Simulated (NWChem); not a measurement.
# CH3GeN (Ge(CN)H3) at 3 levels

Aim: a comparison of 3 runs (HF/STO-3G, HF/3-21G, B3LYP/6-31G*) of CH3GeN (Ge(CN)H3). 

Program for the calculation: NWChem 7.3.0.

## Step 1: The system as given

CH3GeN has 6 atoms, charge 0, and is taken as a singlet. SMILES: `[H][Ge]([H])([H])[C]#N`. Geometry: a GFN2-xTB relaxation, a rough one for these elements and not checked as a minimum.

Bond lengths: Ge1–C2 1.906 Å, C2–N3 1.145 Å, Ge1–H4 1.489 Å, Ge1–H5 1.489 Å, Ge1–H6 1.489 Å. Angles: Ge1–C2–N3 179.9°, C2–Ge1–H4 107.4°, C2–Ge1–H5 107.3°, C2–Ge1–H6 107.3°, H4–Ge1–H5 111.5°, H4–Ge1–H6 111.5°, H5–Ge1–H6 111.5°.

## Step 2: Energy and gradient at HF/STO-3G (run 1)

File ch3gen.nw:

```
start ch3gen
title "CH3GeN"
memory stack 880 mb heap 220 mb global 1100 mb

geometry noautosym nocenter noautoz
  Ge    -0.004750     0.004280    -0.604420
  C      0.010800    -0.010250     1.301570
  N      0.019380    -0.016370     2.446100
  H      1.412800     0.016560    -1.060080
  H     -0.727080     1.233700    -1.031770
  H     -0.711150    -1.227930    -1.051400
end

basis spherical bse
  * library STO-3G
end

scf
  nopen 0
  rhf
  thresh 1e-08
  maxiter 80
  print low
end

task scf gradient
```

Started as:

```bash
$ nwchem ch3gen.nw > ch3gen.out
```

What it wrote:

```text
[...]
  functions       =    31
[...]
  wavefunction    = RHF
[...]
         Total SCF energy =  -2144.655165887596
      One-electron energy =  -3309.667110724365
      Two-electron energy =   1012.254898673300
 Nuclear repulsion energy =    152.757046163469
        Time for solution =      1.4s
[...]
                         RHF ENERGY GRADIENTS
    atom               coordinates                        gradient
                 x          y          z           x          y          z
   1 Ge     -0.008976   0.008088  -1.142188   -0.000101   0.000259  -0.005562
   2 C       0.020409  -0.019370   2.459611    0.000454  -0.000507   0.058388
   3 N       0.036623  -0.030935   4.622459   -0.000278   0.000272  -0.034552
   4 H       2.669805   0.031294  -2.003261    0.021625   0.000156  -0.006322
   5 H      -1.373982   2.331355  -1.949763   -0.010950   0.018618  -0.005800
   6 H      -1.343879  -2.320451  -1.986858   -0.010751  -0.018797  -0.006151
 Task  times  cpu:        2.0s     wall:        2.0s
 Total times  cpu:        2.0s     wall:        2.0s
```

Wall time 2.5 s (1 thread of Intel Xeon 6975P-C (Granite Rapids), shared host); peak memory 0.099 GiB.

## Step 3: Energy and gradient at HF/3-21G (run 2)

File run.py:

```python
from ase import Atoms
from ase.calculators.nwchem import NWChem

system = Atoms('GeCNHHH', positions=[
    [-0.004750, 0.004280, -0.604420],
    [0.010800, -0.010250, 1.301570],
    [0.019380, -0.016370, 2.446100],
    [1.412800, 0.016560, -1.060080],
    [-0.727080, 1.233700, -1.031770],
    [-0.711150, -1.227930, -1.051400],
])

calc = NWChem(
    label='ch3gen',
    theory='scf',
    memory='2200 mb',
    basis='3-21G',
    basispar='spherical bse',
    scf={'nopen': '0', 'rhf': None, 'thresh': '1e-08', 'maxiter': '80'},
)
system.calc = calc

forces = system.get_forces()
e = system.get_potential_energy()
print(f"E = {e:.6f} eV")
print("forces (eV/A):")
for s, f in zip(system.symbols, forces):
    print(f"{s:2s} {f[0]:10.5f} {f[1]:10.5f} {f[2]:10.5f}")
print("dipole (e A):", system.get_dipole_moment().round(4))
```

Started as:

```bash
$ export ASE_NWCHEM_COMMAND="nwchem PREFIX.nwi > PREFIX.nwo"
$ python run.py
```

What it wrote:

```text
E = -58745.665522 eV
forces (eV/A):
Ge    0.00581   -0.01291    0.19186
C     0.00535    0.00339    0.76141
N    -0.00113   -0.00350   -0.31949
H     0.71986    0.00725   -0.21541
H    -0.37044    0.63187   -0.20553
H    -0.35934   -0.62612   -0.21278
dipole (e A): [-0.006   0.0055 -0.7671]
```

The calculator wrote ch3gen.nwi:

```
title "ch3gen"

permanent_dir ch3gen

scratch_dir ch3gen

start ch3gen

geometry units angstrom nocenter noautosym noautoz
  Ge -4.7499999999999999e-03 4.2800000000000000e-03 -6.0441999999999996e-01
  C  1.0800000000000001e-02 -1.0250000000000000e-02 1.3015699999999999e+00
  N  1.9380000000000001e-02 -1.6369999999999999e-02 2.4460999999999999e+00
  H  1.4128000000000001e+00 1.6559999999999998e-02 -1.0600799999999999e+00
  H  -7.2707999999999995e-01 1.2337000000000000e+00 -1.0317700000000001e+00
  H  -7.1114999999999995e-01 -1.2279300000000000e+00 -1.0513999999999999e+00
end

memory 2200 mb

basis spherical bse noprint
   * library 3-21G
end

scf
  nopen 0
  rhf
  thresh 1e-08
  maxiter 80
end

task scf gradient
```

ch3gen.nwo:

```text
Northwest Computational Chemistry Package (NWChem) 7.3.0
             --------------------------------------------------------

           Job information
           ---------------

    nwchem branch   = 7.3.0
    use scalapack   = T
    input           = ch3gen.nwi
    prefix          = ch3gen.
    data base       = ch3gen/ch3gen.db
    status          = startup
    nproc           =        1

           Memory information
           ------------------

    heap     =     72089600 doubles =      550.0 Mbytes
    stack    =     72089597 doubles =      550.0 Mbytes
    global   =    144179200 doubles =     1100.0 Mbytes (distinct from heap & stack)
    total    =    288358397 doubles =     2200.0 Mbytes
    verify   = yes
    hardfail = no

[... 133 lines left out ...]
 Convergence threshold     :          1.000E-08
[... 13 lines left out ...]
       Final RHF  results
[... 3 lines left out ...]
      One-electron energy =  -3312.879589500749
[... 1 line left out ...]
 Nuclear repulsion energy =    152.757046163469
[... 42 lines left out ...]
                       ROHF Final Molecular Orbital Analysis
[... 221 lines left out ...]
                 ----------------------------------------
                 |  Time  |  1-e(secs)   |  2-e(secs)   |
                 ----------------------------------------
                 |  CPU   |       0.00   |       0.56   |
                 ----------------------------------------
                 |  WALL  |       0.00   |       0.56   |
                 ----------------------------------------

 Task  times  cpu:        2.2s     wall:        2.2s
 Total times  cpu:        2.2s     wall:        2.2s
```

It took 3.3 s on 1 thread of Intel Xeon 6975P-C (Granite Rapids), shared host; peak memory 0.099 GiB.

## Step 4: Energy and gradient at B3LYP/6-31G(d) (Cartesian functions) (run 3)

File run.py:

```python
from ase import Atoms
from ase.calculators.nwchem import NWChem

molecule = Atoms(['Ge', 'C', 'N', 'H', 'H', 'H'], positions=[
    [-0.004750, 0.004280, -0.604420],
    [0.010800, -0.010250, 1.301570],
    [0.019380, -0.016370, 2.446100],
    [1.412800, 0.016560, -1.060080],
    [-0.727080, 1.233700, -1.031770],
    [-0.711150, -1.227930, -1.051400],
])

calc = NWChem(
    label='input',
    theory='dft',
    memory='2200 mb',
    basis='6-31G*',
    dft={'xc': 'b3lyp', 'mult': '1', 'grid': 'xfine', 'convergence': 'energy 1e-08', 'iterations': '100', 'mulliken': None},
)
molecule.calc = calc

forces = molecule.get_forces()
e = molecule.get_potential_energy()
print(f"E = {e:.6f} eV")
print("forces (eV/A):")
for s, f in zip(molecule.symbols, forces):
    print(f"{s:2s} {f[0]:10.5f} {f[1]:10.5f} {f[2]:10.5f}")
print("dipole (e A):", molecule.get_dipole_moment().round(4))
```

Started as:

```bash
$ export ASE_NWCHEM_COMMAND="nwchem PREFIX.nwi > PREFIX.nwo"
$ python run.py
```

What it wrote:

```text
E = -59086.755657 eV
forces (eV/A):
Ge    0.00689   -0.01229    0.32715
C    -0.01378    0.01394   -1.90066
N     0.01820   -0.01553    2.33976
H     0.85062    0.00818   -0.26076
H    -0.43740    0.74541   -0.24837
H    -0.42449   -0.73971   -0.25711
dipole (e A): [-0.006   0.0053 -0.7727]
```

The calculator wrote input.nwi:

```
title "input"

permanent_dir input

scratch_dir input

start input

geometry units angstrom nocenter noautosym noautoz
  Ge -4.7499999999999999e-03 4.2800000000000000e-03 -6.0441999999999996e-01
  C  1.0800000000000001e-02 -1.0250000000000000e-02 1.3015699999999999e+00
  N  1.9380000000000001e-02 -1.6369999999999999e-02 2.4460999999999999e+00
  H  1.4128000000000001e+00 1.6559999999999998e-02 -1.0600799999999999e+00
  H  -7.2707999999999995e-01 1.2337000000000000e+00 -1.0317700000000001e+00
  H  -7.1114999999999995e-01 -1.2279300000000000e+00 -1.0513999999999999e+00
end

memory 2200 mb

basis noprint
   * library 6-31G*
end

dft
  xc b3lyp
  mult 1
  grid xfine
  convergence energy 1e-08
  iterations 100
  mulliken
end

task dft gradient
```

input.nwo:

```text
Northwest Computational Chemistry Package (NWChem) 7.3.0
             --------------------------------------------------------

           Job information
           ---------------

    nwchem branch   = 7.3.0
    use scalapack   = T
    input           = input.nwi
    prefix          = input.
    data base       = input/input.db
    status          = startup
    nproc           =        1

           Memory information
           ------------------

    heap     =     72089600 doubles =      550.0 Mbytes
    stack    =     72089597 doubles =      550.0 Mbytes
    global   =    144179200 doubles =     1100.0 Mbytes (distinct from heap & stack)
    total    =    288358397 doubles =     2200.0 Mbytes
    verify   = yes
    hardfail = no

[... 104 lines left out ...]
  convergence criterion.
[... 41 lines left out ...]
          Spatial weights used:  Erf1
[... 75 lines left out ...]
         Total DFT energy =    -2171.398237640203
[... 3 lines left out ...]
 Nuclear repulsion energy =      152.757046163469
[... 566 lines left out ...]
          Convergence on gradient requested:  5.00D-04
[... 28 lines left out ...]
          total energy or number of iterations.
[... 37 lines left out ...]
                 ----------------------------------------
                 |  Time  |  1-e(secs)   |  2-e(secs)   |
                 ----------------------------------------
                 |  CPU   |       0.00   |       3.67   |
                 ----------------------------------------
                 |  WALL  |       0.00   |       3.67   |
                 ----------------------------------------

 Task  times  cpu:       19.4s     wall:       19.4s
 Total times  cpu:       19.5s     wall:       19.5s
```

It took 20 s on 1 thread of Intel Xeon 6975P-C (Granite Rapids), shared host; peak memory 0.13 GiB.

## Step 5: Overview of the runs

```
run                               level  Cartesian functions  iteration cap   energy (Eh)  largest force (eV/Å)  wall time
  1                           HF/STO-3G                   no             80  -2144.655166                 3.003      2.5 s
  2                            HF/3-21G                   no             80  -2158.863406                 0.761      3.3 s
  3  B3LYP/6-31G* (Cartesian functions)                  yes            100  -2171.398238                 2.340       20 s
```

## Step 6: Summary of results

```
                       quantity           value
            run 3: total energy  -2171.39824 Eh
           run 3: dipole moment          3.71 D
             run 3: HOMO energy        -9.24 eV
             run 3: LUMO energy         0.04 eV
           run 3: HOMO–LUMO gap         9.28 eV
run 3: largest force on an atom      2.340 eV/Å
```

What this shows: In run 1 the basis is minimal, so the values are rough. All runs together took 26 s, the longest 20 s.
